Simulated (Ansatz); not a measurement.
**CBrF₂− (SMILES F[C-](F)Br): one structure at several levels**

Aim: energy, forces and dipole at a structure displaced at random from a GFN2-xTB minimum, from several density functionals.

Program: Ansatz 0.2.0, Gaussian basis. Level of theory: single points in def2-TZVPPD. These are calculated values, not measurements.

Filled d shells of the heavier atoms are correlated.

1 further run of the same task is left out (it didn't finish).

**1. Where the work starts**

SMILES `F[C-](F)Br`, 4 atoms, charge -1, spin multiplicity 1.

Atoms are counted from 1 here; the program's logs count them from 0.

Bond lengths: F1–C2 1.266 Å, C2–Br4 2.173 Å. Angles: F1–C2–Br4 100.4°.

Geometry (Å):

```xyz
4

F     0.6616    0.5183    0.9369
C    -0.2282   -0.2276    0.4319
F     0.4469   -1.3906   -0.3139
Br   -0.9145    1.0293   -1.2026
```

**2. PBE0-D4/def2-TZVPPD**

run/in.yaml

```yaml
crystal:
  periodic: [false, false, false]
  atoms:
    - {symbol: F, position_ang: [0.661600, 0.518300, 0.936900]}
    - {symbol: C, position_ang: [-0.228200, -0.227600, 0.431900]}
    - {symbol: F, position_ang: [0.446900, -1.390600, -0.313900]}
    - {symbol: Br, position_ang: [-0.914500, 1.029300, -1.202600]}
basis:
  gaussian: {orbitals: "def2-TZVPPD.json"}
total_charge: -1
hamiltonian: {xc: pbe0, dispersion: d4}
output: {forces: true, orbitals: {seedname: orbitals}}
```

The basis file named in the input lies beside it (Basis Set Exchange, JSON).

Run with:

```sh
$ ansatz run in.yaml --threads 8 --pin off --events-out ev --progress --plain --max-ram 10444MiB
```

**3. wB97M-V/def2-TZVPPD**

run/in.yaml: that of step 2 with these lines changed.

```diff
@@ -10,3 +10,3 @@
 total_charge: -1
-hamiltonian: {xc: pbe0, dispersion: d4}
-output: {forces: true, orbitals: {seedname: orbitals}}
+hamiltonian: {xc: {name: wB97M-V}}
+output: {forces: true}
```

**4. r2SCAN-D4/def2-TZVPPD**

run/in.yaml: that of step 3 with these lines changed.

```diff
@@ -10,3 +10,3 @@
 total_charge: -1
-hamiltonian: {xc: {name: wB97M-V}}
+hamiltonian: {xc: r2scan, dispersion: d4}
 output: {forces: true}
```

**5. PBE-D4/def2-TZVPPD**

run/in.yaml: that of step 4 with these lines changed.

```diff
@@ -10,3 +10,3 @@
 total_charge: -1
-hamiltonian: {xc: r2scan, dispersion: d4}
+hamiltonian: {xc: pbe, dispersion: d4}
 output: {forces: true}
```

**6. SPW92/def2-TZVPPD**

run/in.yaml: that of step 5 with these lines changed.

```diff
@@ -10,3 +10,3 @@
 total_charge: -1
-hamiltonian: {xc: pbe, dispersion: d4}
+hamiltonian: {xc: lda}
 output: {forces: true}
```

**7. B97M-V/def2-TZVPPD**

run/in.yaml: that of step 6 with these lines changed.

```diff
@@ -10,3 +10,3 @@
 total_charge: -1
-hamiltonian: {xc: lda}
+hamiltonian: {xc: {name: B97M-V}}
 output: {forces: true}
```

(Steps that only read results are left out.)

**Question.** What will these runs give? Wanted: RMS force component; HOMO and LUMO, PBE0-D4.

**Answer**, as computed:

| quantity | value |
| --- | --- |
| RMS force component | 1.608 to 1.873 eV/Å over the methods |
| HOMO and LUMO, PBE0-D4 | -0.79 and 3.73 eV |

**Reading.** No sound CCSD(T) forces are at hand. Among the functionals the RMS force differs by up to 16 %.
